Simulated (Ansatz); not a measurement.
**AlFGaH7Si2: how energies converge with the basis set**

One table from this session's results is given with a row withheld; the runs are named, their logs left out.

Program: Ansatz 0.2.0, Gaussian basis. Level of theory: one geometry, several basis sets. These are calculated values, not measurements.

The runs, in order: PBE0-D4/def2-SVP; ωB97M-V/def2-SVP; PBE0-D4/def2-QZVPP; ωB97M-V/def2-QZVPP; the functionals' def2-TZVPP values are taken from earlier runs.

### The geometry

All runs share one geometry, relaxed beforehand with PBE0-D4 in a triple-zeta def2 set.

12 atoms, charge 0, spin multiplicity 1.

Atoms are counted from 1 here; the program's logs count them from 0.

Bond lengths: F1–Al2 1.655 Å, Al2–Ga3 2.513 Å, Al2–Si4 2.461 Å, Ga3–H6 1.576 Å, Ga3–H7 1.575 Å, Si4–Si5 2.346 Å, Si4–H8 1.493 Å, Si4–H9 1.489 Å, Si5–H10 1.487 Å, Si5–H11 1.525 Å, Si5–H12 1.486 Å. Angles: F1–Al2–Ga3 129.5°, F1–Al2–Si4 123.6°, Ga3–Al2–Si4 106.9°, Al2–Ga3–H6 121.4°, Al2–Ga3–H7 121.2°, H6–Ga3–H7 117.4°, Al2–Si4–Si5 92.0°, Al2–Si4–H8 113.1°, Al2–Si4–H9 123.5°, Si5–Si4–H8 106.9°, Si5–Si4–H9 110.1°, H8–Si4–H9 109.0°, Si4–Si5–H10 112.0°, Si4–Si5–H11 106.4°, Si4–Si5–H12 118.7°, H10–Si5–H11 104.6°, H10–Si5–H12 109.9°, H11–Si5–H12 103.9°.

Coordinates:

```xyz
12

F    -2.72875   -1.24247    1.90810
Al   -1.54354   -0.51619    1.01051
Ga   -0.47948    1.74226    1.29875
Si   -0.43305   -1.59271   -0.90388
Si    1.35547   -0.07674   -0.82655
H    -1.00534    3.00283    0.51333
H     0.71585    1.95860    2.30196
H    -1.14086   -1.36203   -2.19769
H     0.08046   -2.98995   -0.87592
H     2.35569   -0.44805    0.20864
H     0.77645    1.24831   -0.34368
H     2.04711    0.27615   -2.09357
```

Set-up of the first run:

File in.yaml:

```yaml
crystal:
  periodic: [false, false, false]
  atoms:
    - {symbol: F, position_ang: [-2.728750, -1.242472, 1.908100]}
    - {symbol: Al, position_ang: [-1.543543, -0.516188, 1.010506]}
    - {symbol: Ga, position_ang: [-0.479479, 1.742255, 1.298748]}
    - {symbol: Si, position_ang: [-0.433050, -1.592711, -0.903876]}
    - {symbol: Si, position_ang: [1.355474, -0.076736, -0.826552]}
    - {symbol: H, position_ang: [-1.005341, 3.002826, 0.513334]}
    - {symbol: H, position_ang: [0.715848, 1.958598, 2.301960]}
    - {symbol: H, position_ang: [-1.140860, -1.362032, -2.197691]}
    - {symbol: H, position_ang: [0.080464, -2.989947, -0.875921]}
    - {symbol: H, position_ang: [2.355690, -0.448052, 0.208644]}
    - {symbol: H, position_ang: [0.776453, 1.248312, -0.343681]}
    - {symbol: H, position_ang: [2.047105, 0.276148, -2.093571]}
basis:
  gaussian: {orbitals: def2-SVP}
hamiltonian: {xc: pbe0, dispersion: d4}
output: {orbitals: {seedname: orbitals}}
```

Run with:

```
ansatz run in.yaml --threads 2 --pin off --events-out ev --progress --plain --max-ram 32768MiB --backend cpu
```

Steps of the session up to this table: PBE0-D4 in def2-SVP; ωB97M-V in def2-SVP; PBE0-D4 in def2-QZVPP; ωB97M-V in def2-QZVPP.

One of the session's tables, all rows but one given; the rest of the session is left out.

It belongs to the step «Functionals by basis». 

| functional | basis | HOMO (eV) | LUMO (eV) |
| --- | --- | --- | --- |
| PBE0-D4 | def2-SVP | ? | ? |
| PBE0-D4 | def2-TZVPP | -6.70 | -2.20 |
| PBE0-D4 | def2-QZVPP | -6.70 | -2.21 |
| ωB97M-V | def2-SVP | -8.56 | -0.38 |
| ωB97M-V | def2-TZVPP | -8.57 | -0.52 |
| ωB97M-V | def2-QZVPP | -8.57 | -0.57 |

Q: Estimate the row for PBE0-D4, def2-SVP from the others.

As computed: HOMO (eV): -6.73; LUMO (eV): -2.14. In the column «HOMO (eV)» it lies between ωB97M-V, def2-SVP (-8.56) and PBE0-D4, def2-TZVPP (-6.70).
